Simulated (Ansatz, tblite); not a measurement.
# C₁₀H₂₁CuS: rung by rung

An exercise on one series of results from a longer session: the logs are not shown, and one member is left open.

The runs use Ansatz 0.2.0, Gaussian basis; as each input shows.

Plan: GFN1-xTB, GFN2-xTB, PBE-D4/def2-TZVP, r2SCAN-D4/def2-TZVP, BLYP-D4/def2-TZVP, BHLYP-D4/def2-TZVP, PBE-D4/def2-SVP, PBE0-D4/def2-SVP, HF/STO-3G, HF/6-31G, B3LYP-D4/6-31G, MP2/def2-SVP, RPA/def2-SVP.

4 further runs of the same task are left out: 4 that didn't finish.

## The relaxed structure

The geometry is that of the singlet, from an earlier relaxation (r2SCAN-D4/def2-SVP).

SMILES `CCCCCCCCCC[S][Cu]`, 33 atoms, charge 0, spin multiplicity 1.

Bond lengths: C1–C2 1.524 Å, C1–H13 1.101 Å, C1–H14 1.103 Å, C1–H15 1.103 Å, C2–C3 1.527 Å, C2–H16 1.106 Å, C2–H17 1.106 Å, C3–C4 1.526 Å, C3–H18 1.107 Å, C3–H19 1.107 Å, C4–C5 1.526 Å, C4–H20 1.107 Å, C4–H21 1.107 Å, C5–C6 1.526 Å, C5–H22 1.107 Å, C5–H23 1.107 Å, C6–C7 1.528 Å, C6–H24 1.106 Å and more. Angles: C2–C1–H13 111.8°, C2–C1–H14 111.2°, C2–C1–H15 111.2°, H13–C1–H14 107.6°, H13–C1–H15 107.6°, H14–C1–H15 107.3°, C1–C2–C3 113.3°, C1–C2–H16 109.7°, C1–C2–H17 109.7°, C3–C2–H16 109.1°, C3–C2–H17 109.0°, H16–C2–H17 105.7°, C2–C3–C4 113.7°, C2–C3–H18 109.3°, C2–C3–H19 109.3°, C4–C3–H18 109.3°, C4–C3–H19 109.3°, H18–C3–H19 105.6° and more.

No spin-orbit coupling is included.

PBE0-D4/def2-TZVP was run before; its log isn't repeated, and its numbers join the tables.

The first run:

Tight binding, by tblite at 300 K electronic temperature and without a spin-polarisation term:

```python
tblite.interface.Calculator('GFN1-xTB', numbers, positions, charge=0, uhf=0).singlepoint()
```

Tight binding, by tblite at 300 K electronic temperature and without a spin-polarisation term:

```python
tblite.interface.Calculator('GFN2-xTB', numbers, positions, charge=0, uhf=0).singlepoint()
```

start.molden holds the orbitals of an earlier run on this state, given as this run's starting guess.

File in.yaml:

```yaml
crystal:
  periodic: [false, false, false]
  atoms:
    - {symbol: C, position_ang: [-5.548865, -0.090550, 1.370142]}
    - {symbol: C, position_ang: [-4.051607, -0.211492, 1.629082]}
    - {symbol: C, position_ang: [-3.195468, 0.225279, 0.442521]}
    - {symbol: C, position_ang: [-1.694992, 0.104543, 0.692631]}
    - {symbol: C, position_ang: [-0.836818, 0.523215, -0.497819]}
    - {symbol: C, position_ang: [0.663229, 0.404344, -0.241571]}
    - {symbol: C, position_ang: [1.516524, 0.783059, -1.450804]}
    - {symbol: C, position_ang: [3.023942, 0.786782, -1.189807]}
    - {symbol: C, position_ang: [3.595712, -0.575452, -0.799633]}
    - {symbol: C, position_ang: [5.107804, -0.569560, -0.609063]}
    - {symbol: S, position_ang: [5.830200, -2.216182, -0.230810]}
    - {symbol: Cu, position_ang: [4.366060, -2.878287, 1.133571]}
    - {symbol: H, position_ang: [-6.141125, -0.413688, 2.240524]}
    - {symbol: H, position_ang: [-5.831023, 0.950857, 1.142707]}
    - {symbol: H, position_ang: [-5.855269, -0.708775, 0.510007]}
    - {symbol: H, position_ang: [-3.776293, 0.390590, 2.514947]}
    - {symbol: H, position_ang: [-3.801625, -1.257032, 1.889034]}
    - {symbol: H, position_ang: [-3.468025, -0.376323, -0.445865]}
    - {symbol: H, position_ang: [-3.440333, 1.272422, 0.180130]}
    - {symbol: H, position_ang: [-1.420675, 0.714746, 1.574526]}
    - {symbol: H, position_ang: [-1.453977, -0.940871, 0.966020]}
    - {symbol: H, position_ang: [-1.079245, 1.566311, -0.777068]}
    - {symbol: H, position_ang: [-1.106564, -0.091785, -1.377625]}
    - {symbol: H, position_ang: [0.890325, -0.631986, 0.070440]}
    - {symbol: H, position_ang: [0.940721, 1.045551, 0.617793]}
    - {symbol: H, position_ang: [1.211233, 1.785866, -1.801582]}
    - {symbol: H, position_ang: [1.291921, 0.090832, -2.284561]}
    - {symbol: H, position_ang: [3.257357, 1.522513, -0.396644]}
    - {symbol: H, position_ang: [3.545359, 1.143329, -2.096757]}
    - {symbol: H, position_ang: [3.138168, -0.926370, 0.150621]}
    - {symbol: H, position_ang: [3.331183, -1.335814, -1.557452]}
    - {symbol: H, position_ang: [5.600110, -0.240117, -1.541977]}
    - {symbol: H, position_ang: [5.392027, 0.154033, 0.174349]}
basis:
  gaussian: {orbitals: def2-TZVP, initial_orbitals: start.molden}
hamiltonian: {xc: pbe, dispersion: d4}
scf: {omitted_lower_state_checks: [starts]}
output: {forces: true, orbitals: {seedname: orbitals}}
```

On the command line:

```bash
$ ansatz run in.yaml --threads 4 --pin off --events-out ev --progress --plain --max-ram 6963MiB
```

Among the steps run: PBE-D4/def2-TZVP; r2SCAN-D4/def2-TZVP; BLYP-D4/def2-TZVP; BHLYP-D4/def2-TZVP; PBE-D4/def2-SVP; PBE0-D4/def2-SVP; HF/STO-3G; HF/6-31G; B3LYP-D4/6-31G; MP2/def2-SVP; RPA/def2-SVP.

One table of the session follows, with a row left open; its other results are not shown here.

It belongs to the step «Binding energy». 

| level | binding an atom (eV) |
| --- | --- |
| HF/6-31G | 2.956 |
| HF/def2-SVP | 3.105 |
| PBE-D4/def2-SVP | 4.191 |
| PBE-D4/def2-TZVP | 4.142 |
| BLYP-D4/def2-TZVP | 4.034 |
| r2SCAN-D4/def2-TZVP | ? |
| B3LYP-D4/6-31G | 4.018 |
| PBE0-D4/def2-SVP | 4.144 |
| PBE0-D4/def2-TZVP | 4.093 |
| BHLYP-D4/def2-TZVP | 3.965 |
| MP2/def2-SVP | 3.940 |

Q: Estimate the row for r2SCAN-D4/def2-TZVP from the others.

**Answer.** binding an atom (eV): 4.074. In the column «binding an atom (eV)» it lies between BLYP-D4/def2-TZVP (4.034) and PBE0-D4/def2-TZVP (4.093).

To keep in mind: Free atoms were run apart at each level; binding is atoms less cluster, divided by the number of atoms, without zero-point or spin-orbit terms.
